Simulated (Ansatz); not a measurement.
# B2N2H8: basis-set convergence

Aim: see how fast density functionals converge with the basis set for B2N2H8.

Program: Ansatz 0.2.0, Gaussian basis. Level of theory: one geometry, several basis sets. These are calculated values, not measurements.

Levels to be run: PBE0-D4/def2-SVP; ωB97M-V/def2-SVP; PBE0-D4/def2-QZVPP; ωB97M-V/def2-QZVPP; the functionals' def2-TZVPP values are taken from earlier runs.

## (1) The geometry

The geometry comes from an earlier relaxation with PBE0-D4 in a triple-zeta def2 set; it is a stationary point, not always the lowest conformer.

SMILES `[BH2-]1[NH2+][BH2-][NH2+]1`, 12 atoms, charge 0, spin multiplicity 1.

Atoms are counted from 1 here; the program's logs count them from 0.

Bond lengths: B1–N2 1.598 Å, B1–N4 1.598 Å, B1–H5 1.206 Å, B1–H6 1.206 Å, N2–B3 1.598 Å, N2–H7 1.010 Å, N2–H8 1.010 Å, B3–N4 1.598 Å, B3–H9 1.206 Å, B3–H10 1.206 Å, N4–H11 1.010 Å, N4–H12 1.010 Å. Angles: N2–B1–N4 92.5°, N2–B1–H5 111.9°, N2–B1–H6 111.8°, N4–B1–H5 111.9°, N4–B1–H6 111.8°, H5–B1–H6 114.9°, B1–N2–B3 87.5°, B1–N2–H7 115.0°, B1–N2–H8 115.0°, B3–N2–H7 115.0°, B3–N2–H8 115.0°, H7–N2–H8 108.3°, N2–B3–N4 92.5°, N2–B3–H9 111.8°, N2–B3–H10 111.9°, N4–B3–H9 111.8°, N4–B3–H10 111.9°, H9–B3–H10 114.9° and more.

## (2) PBE0-D4 in def2-SVP

Input file in.yaml:

```yaml
crystal:
  periodic: [false, false, false]
  atoms:
    - {symbol: B, position_ang: [-1.079748, -0.012066, -0.204024]}
    - {symbol: N, position_ang: [-0.204143, -0.223640, 1.116275]}
    - {symbol: B, position_ang: [1.092532, 0.004008, 0.209937]}
    - {symbol: N, position_ang: [0.217041, 0.212946, -1.110856]}
    - {symbol: H, position_ang: [-1.675861, -1.013891, -0.513147]}
    - {symbol: H, position_ang: [-1.758933, 0.982328, -0.137535]}
    - {symbol: H, position_ang: [-0.277174, -1.139836, 1.535075]}
    - {symbol: H, position_ang: [-0.346987, 0.467236, 1.839049]}
    - {symbol: H, position_ang: [1.685392, 1.007818, 0.518830]}
    - {symbol: H, position_ang: [1.774798, -0.988356, 0.144435]}
    - {symbol: H, position_ang: [0.290503, 1.128053, -1.531926]}
    - {symbol: H, position_ang: [0.359579, -0.479803, -1.831913]}
basis:
  gaussian: {orbitals: def2-SVP}
hamiltonian: {xc: pbe0, dispersion: d4}
output: {orbitals: {seedname: orbitals}}
```

Command:

```console
$ ansatz run in.yaml --threads 4 --pin off --events-out ev --progress --plain --max-ram 10444MiB
```

After this run come: ωB97M-V in def2-SVP; PBE0-D4 in def2-QZVPP; ωB97M-V in def2-QZVPP.

Before running them: what should the planned runs give, taken together? Wanted: PBE0-D4: double and triple zeta above quadruple; ωB97M-V: double and triple zeta above quadruple.

The runs gave:

| quantity | value |
| --- | --- |
| PBE0-D4: double and triple zeta above quadruple | 5.21, 0.27 eV |
| ωB97M-V: double and triple zeta above quadruple | 5.47, 0.25 eV |

PBE0-D4 gains 4.95 eV from double to triple zeta, then 0.27 eV more. Total energies overstate the basis error of differences, where much of it tends to cancel. The LUMO of ωB97M-V is positive and keeps falling with the basis (3.19 to 1.47 eV): an unbound level that the basis holds in place.
